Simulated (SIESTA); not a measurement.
LaTi2O6:

```
La Ti O
1.0
     3.83963    0.00000    0.00000
     0.00000    3.83963    0.00000
     0.00000    0.00000    8.05398
La Ti O
1 2 6
Direct
  0.00000 0.00000 0.50000
  0.50000 0.50000 0.22724
  0.50000 0.50000 0.77276
  0.50000 0.50000 0.00000
  0.50000 0.50000 0.50000
  0.00000 0.50000 0.27616
  0.50000 0.00000 0.27616
  0.00000 0.50000 0.72384
  0.50000 0.00000 0.72384
```

The cell comes from a database or a generator and needn't be the stable form of this composition.

* Program: SIESTA 5.4.2
* Task: single point
* Functional: PBEsol
* Potentials or basis: PseudoDojo 0.4 standard (PBEsol files)
* Basis: DZP (energy shift 0.003 Ry; two zetas on semicore shells)
* Grid cutoff: 800 Ry
* Energy shift: 0.003 Ry
* k mesh: 7 × 7 × 4
* Occupations: fermi-dirac, width 0.05 eV
* Spin: no spin polarisation

On this cell: pressure -2.9 GPa; largest force 0.021 eV/Å; band gap on the k mesh none (metal or under the smearing width).

The same run follows on a disturbed copy (atoms moved at random, drawn with an rms of 0.05 Å):

```xyz
9
Lattice="3.8396 0.0000 0.0000 0.0000 3.8396 0.0000 0.0000 0.0000 8.0540" Properties=species:S:1:pos:R:3 pbc="T T T"
La    0.0460   -0.0211    4.0701
Ti    1.9395    1.9219    1.8240
Ti    1.9376    1.9614    6.2477
O     1.9407    1.9608    0.0390
O     1.9371    1.8829    4.0247
O     0.0542    1.8656    2.2130
O     1.9145   -0.0388    2.2740
O    -0.0092    1.9581    5.8322
O     1.9009   -0.0019    5.8143
```

Task: What changes?

Result: The energy (extrapolated to zero smearing) moves by +8.7 meV/atom; pressure -2.4 GPa; largest force 1.023 eV/Å; band gap on the k mesh none (metal or under the smearing width).

Forces on the atoms (eV/Å):
```
La  -0.272  0.145 -0.349
Ti   0.119 -0.121  0.948
Ti   0.004 -0.135 -0.204
O    0.014 -0.075 -1.021
O    0.071  0.107  0.261
O   -0.479  0.085  0.037
O    0.298  0.097 -0.208
O    0.124 -0.281  0.216
O    0.117  0.181  0.313
```

Stress tensor (GPa, compression positive):
```
-2.83  0.03  0.43
 0.03 -3.21 -0.69
 0.43 -0.69 -1.16
```

Caveats: the basis of atomic orbitals isn't converged, which shifts pressures, moduli and gaps; an odd number of electrons without spin polarisation forces a metal; a magnetic or distorted state may lie lower; semilocal functionals often make such compounds metallic where correlation or magnetic order opens a gap, which also shifts bond lengths.
